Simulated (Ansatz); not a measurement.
# LaGe2S2: from the start to rest, part 2 of 2

Aim: in LaGe2S2, a known structure type filled with other elements, at an estimated volume, relax cell and atoms, then read levels, charges and fields where it ends.

Ansatz 0.2.0; DFT, PBE, no spin polarisation, plane waves, PAW. Relaxing cell and atoms. Earlier steps stand in the parts before.

## (3) The output, continued

Output, continued:

```text
SCF iter   6: F=—  HF=-16645.966728 eV  |F-HF|=—  |Δ(HF+E_count)|=   6.71e-6  Δρ=2.78e-5  dr2=9.85e-7  ethr=5.80e-8  ⟨swp⟩=2.0  Hψ=2299  notcnv=0
SCF iter   7: F=-16645.966728 eV  HF=-16645.966728 eV  |F-HF|=1.78e-8  |Δ(HF+E_count)|=   7.43e-8  Δρ=9.88e-6  dr2=8.31e-8  ethr=9.80e-10  ⟨swp⟩=14.0  Hψ=12907  notcnv=0
the search or the solves at the SCF's close seem to have found levels that the self-consistency loop had missed (the run counts 1). By its estimate they hold under 1e-12 electrons; where the run keeps them, the occupations were computed again with them
SCF 3 converged in 7 iterations: F = -16645.966728 eV  dr2 = 8.31e-8
relax step   3: F+E_penalty+E_count = -16645.96672781 eV  Δ(F+E_penalty+E_count) = -3.333e-1 eV  max|allowed force component| = 1.506e-1 eV/Å  Δτ_max = 0.1993 Å  P = +0.243 GPa  Ω = 115.925 Å³  energy of the carried Pulay correction = +8.642e-4 eV  (7 SCF iters, dr2 threshold 5.00e-7 eV, accepted)
[... from here on, the SCF cycles and remarks between the steps are left out ...]
relax step   4: F+E_penalty+E_count = -16646.04121706 eV  Δ(F+E_penalty+E_count) = -7.449e-2 eV  max|allowed force component| = 1.799e-1 eV/Å  Δτ_max = 0.0763 Å  P = +0.604 GPa  Ω = 114.212 Å³  energy of the carried Pulay correction = +1.012e-3 eV  (6 SCF iters, dr2 threshold 5.00e-7 eV, accepted)
relax step   5: F+E_penalty+E_count = -16646.15626370 eV  Δ(F+E_penalty+E_count) = -1.150e-1 eV  max|allowed force component| = 2.463e-1 eV/Å  Δτ_max = 0.0765 Å  P = +1.164 GPa  Ω = 111.688 Å³  energy of the carried Pulay correction = +1.235e-3 eV  (6 SCF iters, dr2 threshold 5.00e-7 eV, accepted)
relax step   6: F+E_penalty+E_count = -16646.25160090 eV  Δ(F+E_penalty+E_count) = -9.534e-2 eV  max|allowed force component| = 3.774e-1 eV/Å  Δτ_max = 0.0304 Å  P = +1.687 GPa  Ω = 111.652 Å³  energy of the carried Pulay correction = +1.238e-3 eV  (7 SCF iters, dr2 threshold 5.00e-7 eV, accepted)
relax step   7: F+E_penalty+E_count = -16646.11161055 eV  Δ(F+E_penalty+E_count) = +1.400e-1 eV  max|allowed force component| = 5.636e-1 eV/Å  Δτ_max = 0.1950 Å  P = -3.953 GPa  Ω = 123.170 Å³  energy of the carried Pulay correction = +2.597e-4 eV  (7 SCF iters, dr2 threshold 5.00e-7 eV, rejected (line search))
relax step   8: F+E_penalty+E_count = -16646.28253722 eV  Δ(F+E_penalty+E_count) = -3.094e-2 eV  max|allowed force component| = 2.385e-2 eV/Å  Δτ_max = 0.0567 Å  P = +0.194 GPa  Ω = 113.965 Å³  energy of the carried Pulay correction = +1.034e-3 eV  (10 SCF iters, accepted)
relax step   9: F+E_penalty+E_count = -16646.28278899 eV  Δ(F+E_penalty+E_count) = -2.518e-4 eV  max|allowed force component| = 1.700e-2 eV/Å  Δτ_max = 0.0120 Å  P = +0.043 GPa  Ω = 114.331 Å³  energy of the carried Pulay correction = +1.002e-3 eV  (5 SCF iters, dr2 threshold 1.35e-7 eV, accepted)
relax step  10: F+E_penalty+E_count = -16646.28299851 eV  Δ(F+E_penalty+E_count) = -2.095e-4 eV  max|allowed force component| = 3.681e-3 eV/Å  Δτ_max = 0.0058 Å  P = -0.001 GPa  Ω = 114.399 Å³  energy of the carried Pulay correction = +9.962e-4 eV  (5 SCF iters, dr2 threshold 4.67e-8 eV, accepted)
relax step  11: F+E_penalty+E_count = -16646.28446360 eV  Δ(F+E_penalty+E_count) = -1.465e-3 eV  max|allowed force component| = 3.864e-3 eV/Å  Δτ_max = 0.0000 Å  P = +0.043 GPa  Ω = 114.399 Å³  stress off target by 6.41e-2 GPa  SCF on the basis re-selected at this cell (its energy is not comparable with the rows above)  (8 SCF iters)
relax step  12: F+E_penalty+E_count = -16646.28449465 eV  Δ(F+E_penalty+E_count) = -3.105e-5 eV  max|allowed force component| = 1.033e-3 eV/Å  Δτ_max = 0.0010 Å  P = -0.007 GPa  Ω = 114.537 Å³  energy of the carried Pulay correction = -1.142e-5 eV  (6 SCF iters, dr2 threshold 1.03e-8 eV, accepted)
iter 1 solved again at ethr=5.94e-8 eV; its pass at ethr=3.10e-3 eV (dr2=3.03e-5 eV) is discarded
SCF iter   1: F=—  HF=-16646.284264 eV  |F-HF|=—  |Δ(HF+E_count)|=         —  Δρ=1.08e-4  dr2=2.80e-7  ethr=5.94e-8  ⟨swp⟩=3.6  Hψ=8690  notcnv=0
preconditioner: auto → LDOS  [metal: Δε(μ)=0.022 eV  Ē_g=9.390 eV  σ=0.050 eV  W_gap=0.11  n_scr=22 (ndim 8)  ℏωp=18.7 eV  f_vac=0.017  D(μ)=3.27/eV (n_scr^D=22)  β→1.0]
SCF iter   2: F=—  HF=-16646.284510 eV  |F-HF|=—  |Δ(HF+E_count)|=   2.46e-4  Δρ=2.63e-6  dr2=8.43e-9  ethr=5.49e-10  ⟨swp⟩=2.0  Hψ=2229  notcnv=0
SCF iter   3: F=—  HF=-16646.284510 eV  |F-HF|=—  |Δ(HF+E_count)|=   1.17e-9  Δρ=2.17e-6  dr2=4.75e-9  ethr=1.65e-11  ⟨swp⟩=2.2  Hψ=2308  notcnv=0
SCF iter   4: F=—  HF=-16646.284510 eV  |F-HF|=—  |Δ(HF+E_count)|=   4.08e-9  Δρ=7.59e-7  dr2=6.54e-10  ethr=9.31e-12  ⟨swp⟩=2.0  Hψ=2226  notcnv=0
SCF iter   5: F=—  HF=-16646.284510 eV  |F-HF|=—  |Δ(HF+E_count)|=  4.07e-10  Δρ=2.55e-7  dr2=6.37e-11  ethr=1.28e-12  ⟨swp⟩=2.0  Hψ=2229  notcnv=0
SCF iter   6: F=-16646.284510 eV  HF=-16646.284510 eV  |F-HF|=1.46e-11  |Δ(HF+E_count)|=  4.37e-11  Δρ=6.47e-8  dr2=7.87e-12  ethr=1.00e-12  ⟨swp⟩=6.2  Hψ=6447  notcnv=0
SCF 13 converged in 6 iterations: F = -16646.284510 eV  dr2 = 7.87e-12
relax step  13: F+E_penalty+E_count = -16646.28450991 eV  Δ(F+E_penalty+E_count) = -1.526e-5 eV  max|allowed force component| = 1.037e-3 eV/Å  Δτ_max = 0.0000 Å  P = -0.008 GPa  Ω = 114.537 Å³  stress off target by 1.17e-2 GPa  SCF on the basis re-selected at this cell (its energy is not comparable with the rows above)  (6 SCF iters)
basis re-selected at this cell: Δ(F+E_penalty+E_count) = -1.526e-5 eV, ΔP = -0.000 GPa vs the last step (what re-selecting the basis moved, of the pressure what is left beyond the Pulay correction that the steps carried, after the strain that the cell walked since its last selection, with what the two solves' SCF thresholds leave and, on support functions, any second-order correction that the steps lacked; it is no measure of the basis error at this ecutwfc). This SCF's stress stands 1.17e-2 GPa from its target on what of the cell is left free (relax.cell.stress_tol is 5.00e-2 GPa) and its largest allowed force component is 1.04e-3 eV/Å (relax.f_tol is 1.00e-2 eV/Å): within both
SCF converged after 6 iterations
Free energy (F): -16646.284510 eV
Harris-Foulkes:  -16646.284510 eV  (|F-HF|=1.46e-11)
Internal energy: -16646.257812 eV  (E = F + TS)
E sigma→0 (E₀):  -16646.271161 eV
Entropy (-TS):   -0.026698 eV (-5.340 meV/atom)
Fermi energy:    9.950783 eV
--- Per-component energies (eV) ---
  E_band       = -301.083106
  E_kinetic    = 624.403323
  E_local      = -5536.342316  (includes V_loc(G=0)·N_el)
  E_nonlocal   = 984.864768
  E_hartree    = 2381.758056
  E_xc         = -484.043266
  E_vxc        = -450.626724  (∫ρ·V_xc dr)
  E_paw        = -10650.230352  (= ΣΔE_a)
  E_vpaw       = -686.899022  (= ΣTr[D̂ρ^β])
  E_aug_tail   = 0.000623  (compensation charges beyond the density's cutoff)
  E_ewald      = -3966.668649
  E_smearing   = -0.026698  (= −TS)
  E_closure    = 0.000000  (closes the sum)
  Σ components = -16646.284510   (vs F -16646.284510, Δ=0.00e0)
--- Forces (eV/Å), atoms counted from 1 ---
  atom   1  Ge    -0.00000000    -0.00000000     0.00103726
  atom   2  Ge     0.00000000     0.00000000    -0.00103726
  atom   3  S     -0.00000000    -0.00000000     0.00058152
  atom   4  S      0.00000000     0.00000000    -0.00058152
  atom   5  La    -0.00000000     0.00000000     0.00000000
  max |Σ_I F_I| component: 7.40e-17 eV/Å
--- Stress (GPa, compression-positive) ---
       -0.005525      -0.000000      -0.000000
       -0.000000      -0.005525       0.000000
       -0.000000       0.000000      -0.011715
  P = ⅓ Tr σ = -0.0076 GPa (-0.076 kbar)
--- Band table (eV; the first three rows and the last of 40) ---
  k-point 0: bands = ["-23.2757", "-15.0638", "-15.0594", "-15.0594", "-15.0567", "-15.0567", "-15.0521", "-15.0439", "-15.0439", "-15.0402", "-15.0402", "-7.1311", "-6.9947", "-6.9947", "-4.9585", "-3.1281", "1.8765", "3.3288", "3.7210", "4.6057", "4.6057", "6.5071", "6.5071", "6.6166", "9.2322", "9.2322", "9.7804", "9.7804", "10.8700", "11.3758", "11.4518"]
  k-point 1: bands = ["-23.2756", "-15.0632", "-15.0602", "-15.0602", "-15.0562", "-15.0562", "-15.0523", "-15.0435", "-15.0435", "-15.0404", "-15.0404", "-7.1633", "-6.9941", "-6.9941", "-4.8219", "-3.2466", "1.4933", "3.1668", "4.3983", "4.7277", "4.7277", "6.2750", "6.2750", "7.2280", "8.7396", "8.7396", "10.3159", "10.3159", "10.5022", "11.3898", "11.5298"]
  k-point 2: bands = ["-23.2755", "-15.0621", "-15.0611", "-15.0611", "-15.0557", "-15.0557", "-15.0526", "-15.0425", "-15.0425", "-15.0410", "-15.0410", "-7.2119", "-6.9933", "-6.9933", "-4.5436", "-3.5041", "1.1660", "2.7578", "5.0365", "5.0365", "5.8067", "5.8067", "5.8640", "8.1307", "8.3261", "8.3261", "9.2184", "10.8688", "10.8688", "11.3477", "11.5352"]
  k-point 39: bands = ["-23.2673", "-15.0613", "-15.0599", "-15.0593", "-15.0535", "-15.0533", "-15.0528", "-15.0445", "-15.0434", "-15.0427", "-15.0394", "-7.2188", "-7.1344", "-7.0334", "-3.9885", "-3.7287", "0.8549", "0.9501", "4.2194", "5.4343", "6.0036", "6.0957", "7.6230", "8.0026", "9.7776", "10.0650", "10.8041", "10.9972", "11.1434", "11.2974", "11.3846"]
--- Relaxed structure (11 steps of the walk, 10 accepted, 2 SCFs on fresh bases) ---
  F+E_penalty+E_count = -16646.28450991 eV   max|allowed force component| = 1.037e-3 eV/Å   (the final SCF, on the basis selected at the relaxed cell)
  cell:  # Å, volume = 114.5368 Å³
    - [2.4063673441448525, 4.167950501733467, 1.2819211580273927e-32]
    - [-2.4063673441448525, 4.167950501733467, 1.3734482161144792e-32]
    - [-1.493784684917726e-33, 2.502089347237191e-32, 5.709929699451469]
  atoms:
    - { symbol: Ge, position: [0.3333333333333333, 0.3333333333333333, 0.28342779657138556] }
    - { symbol: Ge, position: [0.6666666666666666, 0.6666666666666666, 0.7165722034286144] }
    - { symbol: S, position: [0.3333333333333333, 0.3333333333333333, 0.6991773411464755] }
    - { symbol: S, position: [0.6666666666666666, 0.6666666666666666, 0.3008226588535247] }
    - { symbol: La, position: [-3.3617969583597157e-34, 2.035727851223348e-34, 1.5211053784457681e-18] }
--- Löwdin populations: 5 sites ---
  site symbol       q [e]
     0     Ge     13.9336
     1     Ge     13.9336
     2      S      6.1197
     3      S      6.1197
     4     La     10.7082
  spilling = 0.003635 (of n_electrons = 51.000000)
--- Bader charges: 5 sites ---
  site symbol  charge [e]  shift [e]
     0     Ge      0.2184     0.0001
     1     Ge      0.2184     0.0001
     2      S     -0.9388     0.0001
     3      S     -0.9388     0.0001
     4     La      1.4407     0.0000
  estimated error of the sums over rays = 6.4e-4 e
```

Wall time 1.8 min (2 threads of Arm Neoverse V2, shared host); peak memory 0.5 GiB.

Step by step:

```tsv
step	energy from step 1 (eV/cell)	largest force component (eV/Å)	pressure (GPa)	volume (Å³)
1	0.0000	1.3383	-2.64	126.42
2	-0.5865	0.8561	-2.31	123.04
3	-0.9197	0.1506	0.24	115.92
4	-0.9942	0.1799	0.60	114.21
5	-1.1093	0.2463	1.16	111.69
6	-1.2046	0.3774	1.69	111.65
7x	-1.0646	0.5636	-3.95	123.17
8	-1.2355	0.0239	0.19	113.97
9	-1.2358	0.0170	0.04	114.33
10	-1.2360	0.0037	0.00	114.40
11	-1.2375	0.0039	0.04	114.40
12	-1.2375	0.0010	-0.01	114.54
13	-1.2375	0.0010	-0.01	114.54
```

Step 1 is the start. Steps 11, 13 repeat the geometry before on a plane-wave basis chosen anew for that cell, so the energy can jump there without any move; the table keeps such jumps. 1 step was tried and not accepted (marked x).

| input's cell | before | after | change |
| --- | --- | --- | --- |
| a (Å) | 4.472 | 4.813 | +7.6 % |
| b (Å) | 4.472 | 4.813 | +7.6 % |
| c (Å) | 7.299 | 5.710 | -21.8 % |
| volume (Å³/atom) | 25.28 | 22.91 | -9.4 % |

The largest move, 0.35 Å, apart from the change of the cell, is shared by several atoms, S3 among them.

## (4) States by energy

States per cell by energy window, from dos.tsv and pdos.tsv (tetrahedra; eV from the Fermi level):

```tsv
from	to	total	Ge s	Ge p	La d	La f	S p
-8.0	-7.0	0.60	0.29	0.01	0.02	0.00	0.15
-7.0	-6.0	0.17	0.03	0.04	0.00	0.00	0.07
-6.0	-5.0	2.61	0.04	0.81	0.14	0.01	1.50
-5.0	-4.0	3.28	0.08	0.74	0.28	0.01	2.05
-4.0	-3.0	3.24	0.16	0.59	0.25	0.04	2.11
-3.0	-2.0	2.35	0.34	0.29	0.16	0.04	1.42
-2.0	-1.0	0.74	0.07	0.20	0.14	0.01	0.28
-1.0	0.0	2.56	0.04	1.15	0.77	0.12	0.23
0.0	1.0	4.54	0.10	1.49	0.97	1.10	0.51
```

The bands computed are complete only to about 1.4 eV above the Fermi level.

## (5) Charges

Gathered by element (positive charge: electrons given up): Löwdin charges also hold the electrons that the projection spills.

```tsv
element	atoms	Bader charge (e)	Bader volume (Å³)	Löwdin charge (e)
Ge	2	+0.22	20.9	+0.07
S	2	-0.94	24.3	-0.12
La	1	+1.44	24.1	+0.29
```

The Löwdin projection spills 0.4 % of the electrons and depends on the orbitals chosen; where it disagrees with Bader's partition, neither is an observable.

## (6) Maps of the fields

Maps in the plane spanned by a and b at height 0.717 along c (axes of the input's cell), one cell: a runs left to right (15 points from zero), b bottom to top (15 points), 60° apart. These are the smooth PAW fields, not the true ones near the nuclei.

Valence density. Ten steps from '0' (0.06 e/Å³) to '9' (56.50 e/Å³), finer at the low end (step k begins (100^(k/10) - 1)/99 of the way up):
```
000000000000000
000000011110000
000000012321000
000000013773100
000000012797210
000000001377310
001111000123210
011222110011110
001211210000000
001210121000000
000121121000000
000012221000000
000001111000000
000000010000000
000000000000000
```

ELF. Ten even steps from '0' (0.00) to '9' (0.87):
```
000124444444210
000135544445531
100125543234552
222224542002454
345543443020344
368986344200244
479999744432344
479989974444444
379833897345554
369930399634554
248983389842232
125999899952111
002589999852000
000246777642000
000123344332100
```

Atoms within 0.2 Å of the plane, in fractions of a and b: Ge at (0.67, 0.67), S at (0.33, 0.33).

Along short contacts, where the density is least:

```tsv
contact	length (Å)	minimum at (fraction)	density (e/Å³)	ELF
Ge1–S3	2.374	0.45	0.526	0.52
```

## (7) Results

What follows sums up all 2 parts.

```
                                                 quantity                                                                      value
                                                    moves                                                                          9
                                            energy gained                                                             247.2 meV/atom
                                             largest move                                                                 0.35 Å (S)
                     space group (0.01 Å), before / after                                                              P-3m1 / P-3m1
                                                     cell  a = 4.813 Å, b = 4.813 Å, c = 5.710 Å, α = 90.00°, β = 90.00°, γ = 60.00°
                                                   volume                                                     22.91 Å³/atom (-9.4 %)
                                      pressure at the end                                                                  -0.01 GPa
           formation energy (elements from separate runs)                                                              -0.42 eV/atom
                                                character                                                                      metal
density of states, mean within 0.25 eV of the Fermi level                                                        3.2 per eV per cell
                                            Bader charges                                              Ge +0.22, S -0.94, La +1.44 e
```

What this shows: The volume shrank by 9.4 %, and the largest move of an atom is 0.35 Å apart from the change of the cell; the energy fell by 247.2 meV per atom. The shape changed more than that tells: the edges moved by +8, +8, -22 %. The run held to 12 symmetry operations, so a lower structure without them is not ruled out. Bands cross the Fermi level: a metal; within 0.25 eV of the Fermi level the density of states averages 3.2 per eV per cell, mostly Ge p (42 %) and La d (24 %). Against the elements' reference phases (Ge diamond, alpha-S8 (Fddd), La dhcp; separate runs with the same functional) the formation energy is -0.42 eV per atom, so it is bound against them, though other compounds may compete. La loses most charge (+1.44 e on average) and S gains most (-0.94 e).

Limits of this run: an odd count of electrons without spin polarisation forces a partly filled band.
